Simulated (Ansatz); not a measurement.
**SnH− (singlet): from Hartree-Fock to the top rungs, def2-SVPD**

Aim: climb from Hartree-Fock through coupled cluster and multireference methods for SnH− (singlet) at one geometry and basis, and see what each rung misses.

Method: def2-SVPD, core rule «outside noble gas», up to 9 orbitals frozen; program: Ansatz 0.2.0, Gaussian basis.

Plan: UHF; CCSD(T) on RHF; CCSD(T) on UHF; BCCD(T) on RHF; CISD; CCSDT(Q) on RHF; CCSDT(Q) on UHF; CCSDTQ on RHF; CASSCF and MRCISD+Q, 6 electrons in 5 orbitals; CASSCF and NEVPT4(SD), 6 electrons in 5 orbitals; CASSCF and NEVPT2, 6 electrons in 5 orbitals; Full CI.

11 further runs of the same task are left out: 4 that didn't finish, 7 set aside as unsound or not needed. Runs told in other sessions of the task aren't counted.

## 1. The geometry

The geometry is a PBE0/def2-TZVPD stationary point (not a proven minimum). No spin-orbit coupling is included. Elements past krypton take def2 core potentials.

2 atoms, charge -1, spin multiplicity 1.

Atoms are counted from 1 here; the program's logs count them from 0.

Bond lengths: Sn1–H2 1.806 Å.

## 2. UHF

The input, in.yaml:

```yaml
crystal:
  periodic: [false, false, false]
  atoms:
    - {symbol: Sn, position_ang: [0.000000, 0.000000, 0.000000]}
    - {symbol: H, position_ang: [0.000000, 0.000000, 1.806000]}
basis:
  gaussian: {orbitals: def2-SVPD}
total_charge: -1
magnetization: {spin_polarized: true, initial_magnetization: 0}
hamiltonian: {xc: hf}
output: {orbitals: {seedname: orbitals}}
```

Launch:

```sh
> ansatz run in.yaml --threads 1 --pin off --events-out ev --progress --plain --max-ram 2393MiB
```

After this run come: CCSD(T) on RHF; CCSD(T) on UHF; BCCD(T) on RHF; CISD; CCSDT(Q) on RHF; CCSDT(Q) on UHF; CCSDTQ on RHF; CASSCF and MRCISD+Q, 6 electrons in 5 orbitals; CASSCF and NEVPT4(SD), 6 electrons in 5 orbitals; CASSCF and NEVPT2, 6 electrons in 5 orbitals; Full CI.

Before running them: what should the planned runs give, taken together? Wanted: FCI from the RHF energy; RMP2 from FCI; RCCSD from FCI; RCCSD(T) from FCI; RCCSDT(Q) from FCI; NEVPT2 valence from FCI; NEVPT4(SD) valence from FCI; MRCISD+Q valence from FCI; T1 diagnostic.

As calculated:

```
                         quantity                                         value
          FCI from the RHF energy                                    -3.0714 eV
                    RMP2 from FCI                                    +978.8 meV
                   RCCSD from FCI                                    +268.0 meV
                RCCSD(T) from FCI                                    +138.8 meV
               RCCSDT(Q) from FCI                                      -4.4 meV
          NEVPT2 valence from FCI                                    +649.5 meV
      NEVPT4(SD) valence from FCI                                     +80.9 meV
        MRCISD+Q valence from FCI                                     -23.5 meV
levels within 1 kcal/mol (43 meV)  RCCSDT, RCCSDT(Q), RCCSDTQ, MRCISD+Q valence
                    T1 diagnostic                                         0.014
   effectively unpaired electrons                                          2.04
```

RCCSD(T) lands +138.8 meV from the yardstick (4.5 % of the correlation energy). RCCSDT(Q), MRCISD+Q valence fall below full CI, which methods that aren't variational can do. The occupations show strong static correlation (2.0 unpaired electrons where one determinant has 0). Of the multireference levels listed MRCISD+Q valence comes nearest in total energy (-23.5 meV), which doesn't show that its space is the better one. These misses are within one basis, not against nature.

The restricted and unrestricted ladders end 0.79 eV apart at CCSDT(Q), which points to two states or an unsound top rung; rows of one don't measure the error of the other.
